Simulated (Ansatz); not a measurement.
# GaSb5P: the cost of one run

Method: DFT PBE, scalar-relativistic, plane waves, PAW, unless a step names another level, in Ansatz 0.2.0.

6 further runs of the same task are left out: 1 that didn't finish, 5 set aside as unsound or not needed. Runs told in other sessions of the task aren't counted.

### Step 1. The formula and the candidates

Pauling electronegativities: Ga 1.81, Sb 2.05, P 2.19 (spread 0.38). No set of common oxidation states balances it. Tabulated atomic sizes suggest about 26 Å³/atom. 23 candidates were drawn, by swapping species into database cells of other compounds, at random by space group and Wyckoff sites, or by hand, as the table says:

| name | made from | space group no. | Wyckoff sites | atoms (primitive cell) | V (Å³/atom) |
| --- | --- | --- | --- | --- | --- |
| c01 | random | 123 | Ga 1c; Sb 4m, 1d; P 1a | 7 | 30.9 |
| c02 | random | 216 | Ga 4d; Sb 16e, 4a; P 4b | 7 | 30.3 |
| c03 | random | 187 | Ga 1a; Sb 3k, 2i; P 1b | 7 | 32.4 |
| c04 | database cell of ZnPd5Se | 123 | Ga 1c; Sb 4i, 1a; P 1b | 7 | 24.7 |
| c05 | random | 191 | Ga 1a; Sb 2e, 3g; P 1b | 7 | 29.7 |
| c06 | built by hand: GaP double layer + five Sb bilayers | 164 | Ga 2d; Sb 2c, 2d, 2d, 2c, 2d; P 2d | 14 | 25.7 |
| c07 | database cell of AgPPd5 | 123 | Ga 1b; Sb 1a, 4i; P 1c | 7 | 26.0 |
| c08 | database cell of PrIn5Co | 123 | Ga 1b; Sb 1c, 4i; P 1a | 7 | 25.9 |
| c09 | random | 187 | Ga 1b; Sb 1d, 1c, 1f, 2h; P 1e | 7 | 29.3 |
| c10 | random | 123 | Ga 1c; Sb 4o, 1a; P 1d | 7 | 33.0 |
| c11 | random | 183 | Ga 1a; Sb 2b, 2b, 1a; P 1a | 7 | 29.2 |
| c12 | built by hand: HoCoGa5 | 123 | Ga 1a; Sb 4i, 1c; P 1b | 7 | 25.7 |
| c13 | database cell of LaIn5Rh | 123 | Ga 1a; Sb 1c, 4i; P 1b | 7 | 26.6 |
| c14 | random | 191 | Ga 1a; Sb 3f, 2d; P 1b | 7 | 29.0 |
| c15 | database cell of CaNi5H | 65 | Ga 2a; Sb 4i, 2c, 4f; P 2b | 7 | 28.0 |
| c16 | random | 187 | Ga 1a; Sb 2g, 3j; P 1d | 7 | 32.5 |
| c17 | random | 38 | Ga 2b; Sb 8f, 2b; P 2a | 7 | 26.1 |
| c18 | random | 123 | Ga 1c; Sb 4k, 1d; P 1a | 7 | 26.7 |
| c19 | built by hand: GaSb double layer + SbP and Sb bilayers | 164 | Ga 2d; Sb 2d, 2d, 2d, 2c, 2d; P 2c | 14 | 25.8 |
| c20 | random | 160 | Ga 3a; Sb 9b, 3a, 3a; P 3a | 7 | 29.0 |
| c21 | random | 166 | Ga 3b; Sb 9e, 6c; P 3a | 7 | 26.1 |
| c22 | random | 65 | Ga 2b; Sb 4e, 4j, 2d; P 2a | 7 | 27.5 |
| c23 | random | 191 | Ga 1b; Sb 3f, 2e; P 1a | 7 | 28.2 |

### Step 2. Screening run of c02

The input, input.yaml:

```yaml
crystal:
  lattice:
    - [0.0, 4.73151418, 4.73151418]
    - [4.73151418, 0.0, 4.73151418]
    - [4.73151418, 4.73151418, 0.0]
  atoms:
    - { symbol: Ga, position: [0.25, 0.25, 0.25] }
    - { symbol: Sb, position: [0.64858456, 0.64858456, 0.64858456] }
    - { symbol: Sb, position: [0.64858456, 0.64858456, 0.05424632] }
    - { symbol: Sb, position: [0.64858456, 0.05424632, 0.64858456] }
    - { symbol: Sb, position: [0.05424632, 0.64858456, 0.64858456] }
    - { symbol: Sb, position: [0.0, 0.0, 0.0] }
    - { symbol: P, position: [0.5, 0.5, 0.5] }
basis:
  ecutwfc: 420
kpoints:
  mp_grid: { grid: [3, 3, 3] }
hamiltonian:
  xc: pbe
scf:
  occupations: { method: gaussian, width: 0.2 }
  lower_state_search: "off"
output:
  forces: true
  stress: true
  eigenvalues: true
relax:
  adjacent_minimum: "off"
  f_tol: 0.08
  max_steps: 16
  cell: { stress_tol: 0.8 }
```

Command:

```bash
$ ansatz run input.yaml --threads 1 --pin off --max-ram 2560MiB --backend cpu --events-out ev --progress --plain --runs-dir out
```

What time and memory should one allow on 1 thread of Arm Neoverse V2, shared host?

About 35 s, with a peak of 0.46 GiB.
